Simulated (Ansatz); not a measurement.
**CH8Sn2: small, medium and large basis sets**

Aim: see how fast density functionals converge with the basis set for CH8Sn2.

Method: one geometry, several basis sets; program: Ansatz 0.2.0, Gaussian basis.

Levels to be run: PBE0-D4/def2-SVP; ωB97M-V/def2-SVP; PBE0-D4/def2-QZVPP; ωB97M-V/def2-QZVPP; the functionals' def2-TZVPP values are taken from earlier runs.

**1. The geometry**

An earlier PBE0-D4 in a triple-zeta def2 set relaxation fixed the geometry. Sn takes the def2 core potential; no spin-orbit term is included.

SMILES `[SnH3][CH2][SnH3]`, 11 atoms, charge 0, spin multiplicity 1.

Atoms are counted from 1 here; the program's logs count them from 0.

Bond lengths: Sn1–C2 2.141 Å, Sn1–H4 1.710 Å, Sn1–H5 1.709 Å, Sn1–H6 1.709 Å, C2–Sn3 2.141 Å, C2–H7 1.092 Å, C2–H8 1.092 Å, Sn3–H9 1.709 Å, Sn3–H10 1.709 Å, Sn3–H11 1.710 Å. Angles: C2–Sn1–H4 110.3°, C2–Sn1–H5 109.5°, C2–Sn1–H6 109.5°, H4–Sn1–H5 109.2°, H4–Sn1–H6 109.2°, H5–Sn1–H6 109.1°, Sn1–C2–Sn3 115.2°, Sn1–C2–H7 108.4°, Sn1–C2–H8 108.4°, Sn3–C2–H7 108.4°, Sn3–C2–H8 108.4°, H7–C2–H8 107.8°, C2–Sn3–H9 109.5°, C2–Sn3–H10 109.5°, C2–Sn3–H11 110.3°, H9–Sn3–H10 109.1°, H9–Sn3–H11 109.2°, H10–Sn3–H11 109.2°.

As a file:

```xyz
11
charge 0, multiplicity 1
Sn   -1.37528    1.03305   -0.58876
C    -0.29068   -0.78935   -0.29415
Sn    1.55946   -0.58794    0.76450
H    -2.82421    0.73016   -1.44453
H    -0.41418    2.12980   -1.47971
H    -1.75155    1.72313    0.92865
H    -0.08238   -1.22846   -1.27196
H    -0.92822   -1.48515    0.25513
H     1.25927    0.05941    2.31730
H     2.59336    0.46902   -0.09238
H     2.31981   -2.11078    0.92661
```

**2. PBE0-D4 in def2-SVP**

Contents of in.yaml:

```yaml
crystal:
  periodic: [false, false, false]
  atoms:
    - {symbol: Sn, position_ang: [-1.375278, 1.033049, -0.588762]}
    - {symbol: C, position_ang: [-0.290675, -0.789347, -0.294148]}
    - {symbol: Sn, position_ang: [1.559455, -0.587936, 0.764502]}
    - {symbol: H, position_ang: [-2.824208, 0.730160, -1.444535]}
    - {symbol: H, position_ang: [-0.414182, 2.129803, -1.479711]}
    - {symbol: H, position_ang: [-1.751554, 1.723132, 0.928651]}
    - {symbol: H, position_ang: [-0.082380, -1.228456, -1.271959]}
    - {symbol: H, position_ang: [-0.928218, -1.485147, 0.255132]}
    - {symbol: H, position_ang: [1.259265, 0.059409, 2.317298]}
    - {symbol: H, position_ang: [2.593362, 0.469015, -0.092378]}
    - {symbol: H, position_ang: [2.319813, -2.110782, 0.926610]}
basis:
  gaussian: {orbitals: def2-SVP}
hamiltonian: {xc: pbe0, dispersion: d4}
output: {orbitals: {seedname: orbitals}}
```

After this run come: ωB97M-V in def2-SVP; PBE0-D4 in def2-QZVPP; ωB97M-V in def2-QZVPP.

**Question.** What will the summary of the whole plan be? Wanted: PBE0-D4: double and triple zeta above quadruple; ωB97M-V: double and triple zeta above quadruple.

**Answer**, as computed:

| quantity | value |
| --- | --- |
| PBE0-D4: double and triple zeta above quadruple | 2.00, 0.18 eV |
| ωB97M-V: double and triple zeta above quadruple | 2.19, 0.19 eV |

In words: PBE0-D4 gains 1.81 eV from double to triple zeta, then 0.18 eV more. Total energies overstate the basis error of differences, where much of it tends to cancel. The LUMO of ωB97M-V is positive and keeps falling with the basis (1.77 to 0.85 eV): an unbound level that the basis holds in place.
